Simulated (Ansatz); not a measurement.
# Cu (Copper): properties at the relaxed cell

One table from this session's results is given with a row withheld; the runs are named, their logs left out.

Program: Ansatz 0.2.0. Level of theory: DFT PBE, scalar-relativistic, plane waves, PAW. These are calculated values, not measurements.

1 further run of the same task is left out (set aside as unsound or not needed).

## The structure to begin with

The structure is cubic, space group Fm-3m (No. 225). Conventional cell: a = 3.630 Å, b = 3.630 Å, c = 3.630 Å, α = 90.00°, β = 90.00°, γ = 90.00°. Around Cu (site symmetry m-3m) lie 12 Cu at 2.57 Å.

Structure file:

```
CELL_PARAMETERS angstrom
0.00000 1.81487 1.81487
1.81487 0.00000 1.81487
1.81487 1.81487 0.00000
ATOMIC_POSITIONS crystal
Cu 0.00000 0.00000 0.00000
```

It is the result of an earlier relaxation at this level (volume 11.96 Å³/atom; gap on the mesh: none (metal)).

Set-up of the first run:

Input file input.yaml:

```yaml
crystal:
  lattice:
    - [0.0, 1.8148741278, 1.8148741278]
    - [1.8148741278, 0.0, 1.8148741278]
    - [1.8148741278, 1.8148741278, 0.0]
  atoms:
    - { symbol: Cu, position: [0.0, 0.0, 0.0] }
basis:
  ecutwfc: 420
kpoints:
  mp_grid: { grid: [20, 20, 20] }
  band_path:
    path:
      - [[0.0, 0.0, 0.0], [0.5, 0.0, 0.5], [0.625, 0.25, 0.625]]
      - [[0.375, 0.375, 0.75], [0.0, 0.0, 0.0], [0.5, 0.5, 0.5], [0.5, 0.25, 0.75], [0.5, 0.0, 0.5]]
    npoints: 14
hamiltonian:
  xc: pbe
scf:
  occupations: { method: gaussian, width: 0.1 }
  n_extra_bands: 6
output:
  forces: true
  stress: true
  eigenvalues: true
  populations: true
  dos: { projected: true, de: 0.02, nscf_kmesh: { grid: [30, 30, 30] } }
  bader: true
  write_density: true
  write_potential: true
  elf: true
  volumetric_format: npy
```

On the command line:

```console
> ansatz run input.yaml --threads 1 --pin off --max-ram 2560MiB --backend cpu --events-out ev --progress --plain --runs-dir out
```

Steps of the session up to this table: Electronic structure at the relaxed geometry; The cell as listed, for comparison; The cell scaled to 0.97 of its volume; Point at V/V0 = 1.03; The cell scaled to 0.94 of its volume; The cell scaled to 1.06 of its volume; The cell scaled to 0.91 of its volume; Point at V/V0 = 1.10; Volume × 0.88.

One of the session's tables, all rows but one given; the rest of the session is left out.

It belongs to the step «Equation of state». 

| volume (Å³/atom) | energy above the lowest point (meV/atom) | pressure (GPa) |
| --- | --- | --- |
| 10.521 | 97.8 | 24.83 |
| 10.880 | ? | ? |
| 11.238 | 21.4 | 10.19 |
| 11.597 | 5.0 | 4.64 |
| 11.956 | 0.0 | 0.01 |
| 12.314 | 4.5 | -3.85 |
| 12.673 | 16.8 | -7.06 |
| 13.151 | 43.2 | -10.52 |

Q: Estimate the row for volume (Å³/atom) = 10.880 from the others.

Worked estimate for «energy above the lowest point (meV/atom)». A straight line through the neighbours (10.521, 97.8) and (11.238, 21.4) gives 97.8 + (21.4 − 97.8) × (10.880 − 10.521) / (11.238 − 10.521) = 59.5; a parabola fitted to 3 rows on both sides gives 52.3.

The run gave: energy above the lowest point (meV/atom): 51.5; pressure (GPa): 16.85. In «energy above the lowest point (meV/atom)» the line misses by +8.0 and the parabola by +0.8.

To keep in mind: The projections leave out shells that the potentials don't hold, such as empty d states.
